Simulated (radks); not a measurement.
# Ir⁴¹⁺ in [Ar] 3d9 4s2 4p6 5s1: an all-electron calculation

One table from this session's results is given with a row withheld; the runs are named, their logs left out.

Program: radks (a radial shooting solver on a logarithmic mesh, Libxc functionals) version 1. Level of theory: scalar-relativistic Kohn-Sham, PBE, spin-polarised, spherical densities, finite nucleus; open shells are filled with parallel spins first. These are calculated values, not measurements, unless marked.

## The atom as given

- element: iridium (Z = 77)
- charge: +41
- electrons: 36
- configuration: [Ar] 3d9 4s2 4p6 5s1
- nuclear rms radius: 5.4032 fm

The outer shells:

Ir⁴¹⁺
```
[Ar] core
3d [↑↓][↑↓][↑↓][↑↓][↑ ]
4s [↑↓]
4p [↑↓][↑↓][↑↓]
5s [↑ ]
```

Set-up of the first run:

Input:

```text
Z 77
configuration [Ar] 3d9 4s2 4p6 5s1
relativity scalar-relativistic
functional pbe,pbe
spin polarised
nucleus finite rms 5.4032 fm
c 137.035999084
```

Started as:

```sh
$ python run_ks.py task.json out
```

The same process makes all the runs of this session.

One table of the session follows, with a row left open; its other results are not shown here.

It belongs to the step «Radial structure». From the orbitals of this run (lengths in bohr):

```
  level      <r>  outermost maximum (interpolated)  90 % within  nodes
  1s up  0.01744                            0.0108       0.0318      0
1s down  0.01744                            0.0108       0.0318      0
  2s up  0.07354                            0.0623        0.114      1
2s down  0.07353                            0.0623        0.114      1
  2p up  0.06616                            0.0514        0.108      0
2p down  0.06615                            0.0514        0.108      0
  3s up   0.1874                             0.174        0.274      2
3s down   0.1875                             0.174        0.274      2
  3p up   0.1873                             0.173        0.279      1
3p down   0.1874                             0.173        0.279      1
  3d up   0.1686                             0.140        0.260      0
3d down   0.1687                             0.140        0.260      0
  4s up   0.3777                             0.371        0.534      3
4s down   0.3777                             0.371        0.534      3
  4p up   0.3888                             0.382        0.554      2
4p down   0.3887                             0.382        0.554      2
  5s up   0.6465                             0.665        0.895      4
5s down        ?                                 ?            ?      ?
```

Q: Estimate the row for 5s down from the others.

**Answer.** <r>: 0.6458; outermost maximum (interpolated): 0.665; 90 % within: 0.894; nodes: 4. In the column «<r>» it lies between 4p up (0.3888) and 5s up (0.6465).
